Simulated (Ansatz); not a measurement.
# C2H10SSi2: the cost of one run

Method: RKS revPBE-D4/STO-3G, in Ansatz 0.2.0.

## 1. The structure to begin with

Bond lengths: C1–S2 1.759 Å, S2–Si3 2.170 Å, Si3–C4 1.810 Å, Si3–Si5 2.340 Å, C1–H6 1.103 Å, C1–H7 1.062 Å, C1–H8 1.151 Å, Si3–H9 1.449 Å, C4–H10 1.078 Å, C4–H11 1.062 Å, C4–H12 1.153 Å, Si5–H13 1.505 Å, Si5–H14 1.474 Å, Si5–H15 1.470 Å. Angles (14 of 25 angles, heavy atoms first): C1–S2–Si3 103.3°, S2–Si3–C4 108.4°, S2–Si3–Si5 110.7°, C4–Si3–Si5 106.5°, S2–C1–H6 111.8°, S2–C1–H7 113.6°, S2–C1–H8 108.4°, S2–Si3–H9 105.7°, C4–Si3–H9 114.3°, Si5–Si3–H9 111.2°, Si3–C4–H10 112.8°, Si3–C4–H11 116.9°, Si3–C4–H12 108.3°, Si3–Si5–H13 109.1°.

As a file:

```xyz
15

C    -1.5481    0.7240    2.1251
S     0.1438    0.7357    1.6457
Si    0.0701    0.2173   -0.4599
C    -0.3560   -1.5363   -0.6022
Si    2.1741    0.4730   -1.4506
H    -1.6813    1.0596    3.1669
H    -2.0253   -0.2137    1.9807
H    -2.1052    1.5241    1.5134
H    -0.8991    1.1171   -1.0512
H    -0.4867   -1.8529   -1.6242
H     0.2554   -2.2241   -0.0719
H    -1.4010   -1.6932   -0.1414
H     2.5904    1.9167   -1.3567
H     3.1552   -0.3951   -0.7752
H     2.0918    0.0970   -2.8692
```

## 2. End point A

File input.yaml:

```yaml
crystal:
  periodic: [false, false, false]
  atoms:
    - { symbol: C, position_ang: [-1.5481, 0.724, 2.1251] }
    - { symbol: S, position_ang: [0.1438, 0.7357, 1.6457] }
    - { symbol: Si, position_ang: [0.0701, 0.2173, -0.4599] }
    - { symbol: C, position_ang: [-0.356, -1.5363, -0.6022] }
    - { symbol: Si, position_ang: [2.1741, 0.473, -1.4506] }
    - { symbol: H, position_ang: [-1.6813, 1.0596, 3.1669] }
    - { symbol: H, position_ang: [-2.0253, -0.2137, 1.9807] }
    - { symbol: H, position_ang: [-2.1052, 1.5241, 1.5134] }
    - { symbol: H, position_ang: [-0.8991, 1.1171, -1.0512] }
    - { symbol: H, position_ang: [-0.4867, -1.8529, -1.6242] }
    - { symbol: H, position_ang: [0.2554, -2.2241, -0.0719] }
    - { symbol: H, position_ang: [-1.401, -1.6932, -0.1414] }
    - { symbol: H, position_ang: [2.5904, 1.9167, -1.3567] }
    - { symbol: H, position_ang: [3.1552, -0.3951, -0.7752] }
    - { symbol: H, position_ang: [2.0918, 0.097, -2.8692] }
basis:
  gaussian: { orbitals: STO-3G }
hamiltonian:
  xc: revpbe
  dispersion: d4
relax:
  f_tol: 0.02
  max_steps: 50
output:
  orbitals: {}
```

Run with:

```sh
> ansatz run input.yaml --threads 1 --pin off --max-ram 2048MiB --backend cpu --events-out ev --progress --plain --runs-dir out
```

**Question.** How long does this run take on 1 thread of Intel Xeon 6975P-C (Granite Rapids), shared host, and how much memory does it need?

About 25 s, with a peak of 0.14 GiB.
